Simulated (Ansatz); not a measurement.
Geometry optimisation, Ansatz 0.2.0, DFT PBE, scalar-relativistic, plane waves, PAW.

input.yaml

```yaml
crystal:
  lattice:
    - [0.0, 5.43, 5.43]
    - [5.43, 0.0, 5.43]
    - [5.43, 5.43, 0.0]
  atoms:
    - { symbol: Si, position: [0.0, 0.0, 0.0] }
    - { symbol: Si, position: [0.125, 0.125, 0.125] }
    - { symbol: Si, position: [0.0, 0.0, 0.5] }
    - { symbol: Si, position: [0.125, 0.125, 0.625] }
    - { symbol: Si, position: [0.0, 0.5, 0.0] }
    - { symbol: Si, position: [0.125, 0.625, 0.125] }
    - { symbol: Si, position: [0.0, 0.5, 0.5] }
    - { symbol: Si, position: [0.125, 0.625, 0.625] }
    - { symbol: Si, position: [0.5, 0.0, 0.0] }
    - { symbol: Si, position: [0.625, 0.125, 0.125] }
    - { symbol: Si, position: [0.5, 0.0, 0.5] }
    - { symbol: Si, position: [0.625, 0.125, 0.625] }
    - { symbol: Si, position: [0.5, 0.5, 0.0] }
    - { symbol: Si, position: [0.625, 0.625, 0.125] }
    - { symbol: Si, position: [0.5, 0.5, 0.5] }
    - { symbol: Si, position: [0.625, 0.625, 0.625] }
    - { symbol: Cu, position: [0.37821638, 0.37707596, 0.37727176] }
total_charge: 1
basis:
  ecutwfc: 420.0
kpoints:
  mp_grid: { grid: [2, 2, 2] }
hamiltonian:
  xc: pbe
  pseudopotentials: { kind: paw, azcp: { folder: soft_1 } }
scf:
  occupations: { method: gaussian, width: 0.05 }
  lower_state_search: "off"
relax:
  f_tol: 0.03
  max_steps: 60
  adjacent_minimum: "off"
output:
  write_density: true
  write_potential: true
  elf: true
  volumetric_format: npy
```

Command:

```bash
$ ansatz run input.yaml --threads 1 --pin off --max-ram 3072MiB --backend cpu --events-out ev --progress --plain --runs-dir out
```

Problem. Where does it end, and by what steps?

Solution. The forces met the threshold. Limits of this set-up: coarse k mesh, a small cell, in which the defect meets its images, charged cell in a uniform background, uncorrected. After 8 steps the energy has fallen by 0.140 eV; Si15 moved furthest, 0.24 Å.

```
step  energy less start (eV)  largest force component (eV/Å)  accepted
   0                  0.0000                           0.621       yes
   1                 -0.0978                           0.188       yes
   2                 -0.1057                           0.041       yes
   3                 -0.1077                           0.205       yes
   4                 -0.1235                           0.174       yes
   5                 -0.1296                           0.153       yes
   6                 -0.1397                           0.036       yes
   7                 -0.1386                           0.060        no
   8                 -0.1403                           0.016       yes
```

```xyz
17
Lattice="0.0000 5.4300 5.4300 5.4300 0.0000 5.4300 5.4300 5.4300 0.0000" Properties=species:S:1:pos:R:3
Si -0.044 -0.047 -0.048
Si 1.309 1.305 1.303
Si 2.658 2.656 -0.036
Si 4.027 4.029 1.289
Si 2.657 -0.035 2.655
Si 4.026 1.290 4.029
Si 5.368 2.717 2.716
Si 6.783 4.116 4.115
Si -0.029 2.654 2.654
Si 1.295 4.026 4.027
Si 2.713 5.374 2.710
Si 4.116 6.784 4.112
Si 2.712 2.709 5.376
Si 4.116 4.112 6.785
Si 5.568 5.569 5.569
Si 6.908 6.915 6.917
Cu 4.212 4.226 4.230
```

Whether the end is a true minimum wasn't checked by a vibrational analysis.

Run time: 70 s on 1 thread of Arm Neoverse V1, on a shared host, peak memory 0.56 GiB.
